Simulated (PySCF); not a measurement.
# Towards the basis-set limit for SI

One table from this session's results is given with a row withheld; the runs are named, their logs left out.

Method: CCSD(T) on ROHF, scalar-relativistic core potentials; program: PySCF 2.14.0.

2 further runs of the same task are left out: 2 set aside as unsound or not needed.

The first run:

* molecule: SI
* state: doublet, unpaired electrons π ↑
* smaller basis: S cc-pV(T+d)Z, I cc-pVTZ-PP with ECP28
* larger basis: S cc-pV(Q+d)Z, I cc-pVQZ-PP with ECP28
* frozen core orbitals: 14
* extrapolation: correlation as n⁻³ (n = 3, 4), Hartree–Fock as (n+1)·exp(−9√n)
* corrections: none
* distances (Å): 2.0388, 2.1314, 2.2241, 2.3168, 2.4094, 2.5253, 2.6411
* masses (u): 31.9721, 126.9045
* dissociation limit: S + I

Command:

```sh
$ OMP_NUM_THREADS=4 python comp.py task.json out
```

One table of the session follows, with a row left open; its other results are not shown here.

```
               level  Re (Å)  ωe (cm⁻¹)  ωexe (cm⁻¹)  αe (cm⁻¹)  De (eV)
CCSD(T)/cc-pVTZ(-PP)       ?          ?            ?          ?        ?
CCSD(T)/cc-pVQZ(-PP)  2.3240      400.9         1.50   0.000573    2.272
              HF/CBS  2.3382      404.7        0.990   0.000453    0.876
             MP2/CBS  2.2981      410.5         1.19   0.000551    2.372
            CCSD/CBS  2.3150      408.4         1.38   0.000553    2.168
         CCSD(T)/CBS  2.3170      405.7         1.49   0.000570    2.378
```

**Question.** Estimate the row for CCSD(T)/cc-pVTZ(-PP).

As computed: Re (Å): 2.3373; ωe (cm⁻¹): 394.1; ωexe (cm⁻¹): 1.52; αe (cm⁻¹): 0.000578; De (eV): 2.104. In the column «Re (Å)» it lies between CCSD(T)/cc-pVQZ(-PP) (2.3240) and HF/CBS (2.3382).
